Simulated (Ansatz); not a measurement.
Crystal: Zn3H.

```
CELL_PARAMETERS angstrom
0.00000 2.99658 2.99658
2.99658 0.00000 2.99658
2.99658 2.99658 0.00000
ATOMIC_POSITIONS crystal
Zn 0.50000 0.50000 0.50000
Zn 0.25000 0.25000 0.25000
Zn 0.75000 0.75000 0.75000
H 0.00000 0.00000 0.00000
```

The cell was built by a generator and needn't be a form met in nature.

Base run:

* Program: Ansatz 0.2.0
* Functional: LDA
* Potentials or basis: Ansatz PAW
* Cutoff: 420 eV
* Density cutoff: 1680 eV
* k mesh: 6 × 6 × 6
* Occupations: fermi-dirac, width 0.05 eV
* Spin: no spin polarisation

Its results: band gap on the k mesh none (metal or under the smearing width); pressure -7.4 GPa.

**Question.** After a change of settings the same cell gave: band gap on the k mesh none (metal or under the smearing width); pressure -3.4 GPa. Which change was it?
A. functional from LDA to r2SCAN; cutoff from 420 eV to 500 eV; density cutoff from 1680 eV to 2000 eV
B. functional from LDA to RPBE
C. functional from LDA to PBE
D. functional from LDA to BLYP

**Answer.** A.

Caveats: the PAW data sets come from PBE, with cores solved anew for the run's functional, which leaves a small shift of forces and pressure.

Not every run made on this cell is shown here.
